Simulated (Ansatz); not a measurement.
# C₃H₅BO: one species, many methods

An exercise on one series of results from a longer session: the logs are not shown, and one member is left open.

Computed with Ansatz 0.2.0, Gaussian basis. Level: functionals in def2-TZVPP, the program's frozen cores in correlated methods.

The runs, in order: LDA (SPW92), PBE-D4, revPBE-D4, BLYP-D4, r2SCAN-D4, B97M-V, PBE0-D4, B3LYP-D4, r2SCANh-D4, r2SCAN0-D4, HSE06-D4, BHLYP-D4, CAM-B3LYP-D4, LC-ωPBE, ωB97X-V, ωB97M-V, B2PLYP, PBE-QIDH; CCSD(T)/def2-SVP; CCSD(T)/def2-TZVPP; MP2/def2-QZVPP; extrapolation to the limit; RPA on PBE.

## The geometry

The geometry comes from an earlier relaxation with PBE0-D4 in a triple-zeta def2 set; it is a stationary point, not always the lowest conformer.

SMILES `CC#CBO`, 10 atoms, charge 0, spin multiplicity 1.

Atoms are counted from 1 here; the program's logs count them from 0.

Bond lengths: C1–C2 1.446 Å, C1–H6 1.093 Å, C1–H7 1.093 Å, C1–H8 1.092 Å, C2–C3 1.209 Å, C3–B4 1.516 Å, B4–O5 1.356 Å, B4–H9 1.201 Å, O5–H10 0.960 Å. Angles: C2–C1–H6 110.5°, C2–C1–H7 110.7°, C2–C1–H8 111.4°, H6–C1–H7 107.7°, H6–C1–H8 108.2°, H7–C1–H8 108.3°, C1–C2–C3 179.6°, C2–C3–B4 176.9°, C3–B4–O5 119.3°, C3–B4–H9 120.6°, O5–B4–H9 120.1°, B4–O5–H10 112.4°.

The first run:

in.yaml reads:

```yaml
crystal:
  periodic: [false, false, false]
  atoms:
    - {symbol: C, position_ang: [-1.124229, -1.952043, -0.154218]}
    - {symbol: C, position_ang: [-0.396647, -0.711111, -0.002639]}
    - {symbol: C, position_ang: [0.210867, 0.327975, 0.115424]}
    - {symbol: B, position_ang: [0.974143, 1.617790, 0.343268]}
    - {symbol: O, position_ang: [1.310738, 2.386233, -0.721466]}
    - {symbol: H, position_ang: [-2.101903, -1.884233, 0.330206]}
    - {symbol: H, position_ang: [-0.579875, -2.777477, 0.311788]}
    - {symbol: H, position_ang: [-1.280711, -2.195655, -1.207639]}
    - {symbol: H, position_ang: [1.280367, 1.960190, 1.453439]}
    - {symbol: H, position_ang: [1.790550, 3.177129, -0.465363]}
basis:
  gaussian: {orbitals: def2-TZVPP}
hamiltonian: {xc: lda}
output: {orbitals: {seedname: orbitals}}
```

Command:

```bash
$ ansatz run in.yaml --threads 2 --pin off --events-out ev --progress --plain --max-ram 4352MiB
```

Among the steps run: LDA; PBE-D4 (GGA); revPBE-D4 (GGA); BLYP-D4 (GGA); r2SCAN-D4 (meta-GGA); B97M-V (meta-GGA); B3LYP-D4 (hybrid); r2SCANh-D4 (hybrid); r2SCAN0-D4 (hybrid); HSE06-D4 (hybrid); BHLYP-D4 (hybrid); CAM-B3LYP-D4 (range-separated); LC-ωPBE (range-separated); ωB97X-V (range-separated); ωB97M-V (range-separated); B2PLYP (double hybrid); PBE-QIDH (double hybrid).

One table of the session follows, with a row left open; its other results are not shown here.

It belongs to the step «Orbital energies across the functionals». 

| functional | HOMO (eV) | gap (eV) |
| --- | --- | --- |
| LDA (SPW92) | -6.45 | 4.40 |
| PBE-D4 | -6.29 | 4.49 |
| revPBE-D4 | -6.23 | 4.53 |
| BLYP-D4 | -6.15 | 4.49 |
| r2SCAN-D4 | -6.51 | 4.97 |
| B97M-V | -6.54 | 5.04 |
| PBE0-D4 | -7.51 | 6.63 |
| B3LYP-D4 | -7.28 | 6.19 |
| r2SCANh-D4 | -6.97 | 5.76 |
| r2SCAN0-D4 | -7.66 | 6.94 |
| HSE06-D4 | -7.11 | 5.85 |
| BHLYP-D4 | ? | ? |
| CAM-B3LYP-D4 | -8.86 | 9.08 |
| LC-ωPBE | -10.26 | 11.63 |
| ωB97X-V | -9.86 | 11.16 |
| ωB97M-V | -9.74 | 10.88 |

**Question.** Estimate the row for BHLYP-D4.

Worked estimate for «HOMO (eV)». Against the share of exact exchange, BLYP-D4 (0, -6.15), B3LYP-D4 (0.2, -7.28) give a slope of -5.65 per unit share; at 0.5 the line stands at -8.97.

The run gave: HOMO (eV): -8.58; gap (eV): 8.74. In «HOMO (eV)» the line misses by -0.39.
